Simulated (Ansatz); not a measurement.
**C2H4BCl (SMILES ClB1CC1): a first try and a second**

Aim: a single-point energy of C2H4BCl at BCCD(T)/cc-pV(D+d)Z (accuracy low).

The results are computed with Ansatz 0.2.0.

6 further runs of the same task are left out: 3 for a known fault of the program, 1 that didn't finish, 2 set aside as unsound or not needed.

## Step 1: The system as given

C2H4BCl has 8 atoms, charge 0, and is taken as a singlet. As SMILES, `ClB1CC1`. Geometry: relaxed at PBE0-D4/def2-TZVP.

Bond lengths: Cl1–B2 1.717 Å, B2–C3 1.513 Å, B2–C4 1.513 Å, C3–C4 1.562 Å, C3–H5 1.086 Å, C3–H6 1.086 Å, C4–H7 1.086 Å, C4–H8 1.087 Å. Some angles: Cl1–B2–C3 148.9°, Cl1–B2–C4 148.9°, C3–B2–C4 62.1°, B2–C3–C4 58.9°, B2–C4–C3 58.9°, B2–C3–H5 120.4°, B2–C3–H6 120.4°, C4–C3–H5 117.0°, C4–C3–H6 117.0°, B2–C4–H7 120.4°.

## Step 2: Try one

Contents of input.yaml:

```yaml
crystal:
  periodic: [false, false, false]
  atoms:
    - {symbol: Cl, position_ang: [-2.493000, 0.742700, -0.419700]}
    - {symbol: D, position_ang: [-0.868600, 0.256400, -0.152000]}
    - {symbol: C, position_ang: [0.564700, 0.635200, 0.151600]}
    - {symbol: C, position_ang: [0.151300, -0.857000, -0.051400]}
    - {symbol: H, position_ang: [1.189700, 1.082900, -0.616100]}
    - {symbol: H, position_ang: [0.853700, 0.935000, 1.155100]}
    - {symbol: H, position_ang: [0.515300, -1.352300, -0.947300]}
    - {symbol: H, position_ang: [0.179100, -1.500100, 0.823900]}
basis:
  gaussian:
    orbitals: cc-pV_D+d_Z.json
hamiltonian:
  pseudopotentials:
    relativity: none
correlation:
  method: bccd_t
accuracy: low
```

Started as:

```
ansatz run input.yaml --threads 1 --pin off --max-ram 2610MiB --events-out events.jsonl --progress --plain --runs-dir runs
```

The program printed:

```text
Error: YAML parse error: error: line 5 column 16: `D` is not an element symbol (H … Og, case-exact)
 --> <input>:5:16
  |
3 |   atoms:
4 |     - {symbol: Cl, position_ang: [-2.493000, 0.742700, -0.419700]}
5 |     - {symbol: D, position_ang: [-0.868600, 0.256400, -0.152000]}
  |                ^ `D` is not an element symbol (H … Og, case-exact)
6 |     - {symbol: C, position_ang: [0.564700, 0.635200, 0.151600]}
7 |     - {symbol: C, position_ang: [0.151300, -0.857000, -0.051400]}
  |
```

Run time: 0.02 s. Hardware: 1 thread of AMD EPYC 9R14 (Zen 4), shared host.

## Step 3: Reading the log

The input was rejected.

The telling line is `Error: YAML parse error: error: line 5 column 16: 'D' is not an element symbol`. The cause is that an element symbol is mistyped. The culprit stands in `- {symbol: D, position_ang: [-0.868600, 0.256400, -0.152000]}`.

## Step 4: Second attempt

Changes to input.yaml since step 2:

```diff
@@ -4,3 +4,3 @@
     - {symbol: Cl, position_ang: [-2.493000, 0.742700, -0.419700]}
-    - {symbol: D, position_ang: [-0.868600, 0.256400, -0.152000]}
+    - {symbol: B, position_ang: [-0.868600, 0.256400, -0.152000]}
     - {symbol: C, position_ang: [0.564700, 0.635200, 0.151600]}
```

The basis set cc-pV(D+d)Z is read from a file made from the Basis Set Exchange's data (not shown).

Started as:

```
ansatz run input.yaml --threads 1 --pin off --max-ram 2610MiB --events-out events.jsonl --progress --plain --runs-dir runs
```

The program printed (excerpt; [...] marks lines left out):

```text
Warning: RAYON_NUM_THREADS=1 ignored (pool sized by the plan → 1); use --threads N
Functional definition: HF
  name "HF"
[...]
805 factors; integrals over basis functions are off by at most 1.0e-3 eV
[...]
mean field -15299.60484763 eV, -562.2501077057 hartree, gradient 1.9e-6 eV, S^2 0.000000; 0 other end points of the search recorded, 0 dependent functions left out
8 core orbitals not correlated: weight in the atoms' cores, before any rotation towards them, 1.000 or more for the frozen orbitals, at most 0.000 for the correlated occupied ones
reference -15299.60484763 eV, -562.2501077057 hartree; 11, 11 occupied and 66, 66 virtual orbitals, 805 factors
second order -13.34475626 eV of doubles, -0.00000000 eV of singles
cycle   1  -14.14229385 eV  change   -8.0e-1 eV  update   7.7e-2
[...]
cycle   9  -14.50927761 eV  change   -2.3e-7 eV  update   1.1e-5
perturbative correction -0.47344198 eV, -0.0173986719 hartree
Total energy: -15314.58756722 eV, -562.8007124949 hartree
```

Run time: 4.2 s. Hardware: 1 thread of AMD EPYC 9R14 (Zen 4), shared host; peak memory 0.34 GiB.

## Step 5: Summary of results

Level: BCCD(T)/cc-pV(D+d)Z (accuracy low).

| quantity | value |
| --- | --- |
| total energy | -562.80071 Eh |
| correlation energy (8 core orbitals frozen) | -550.6 mEh |
| (T) correction | -17.40 mEh |

The triples make up 3.2 % of the correlation energy. The accuracy setting is loose, so the last digits carry no meaning.
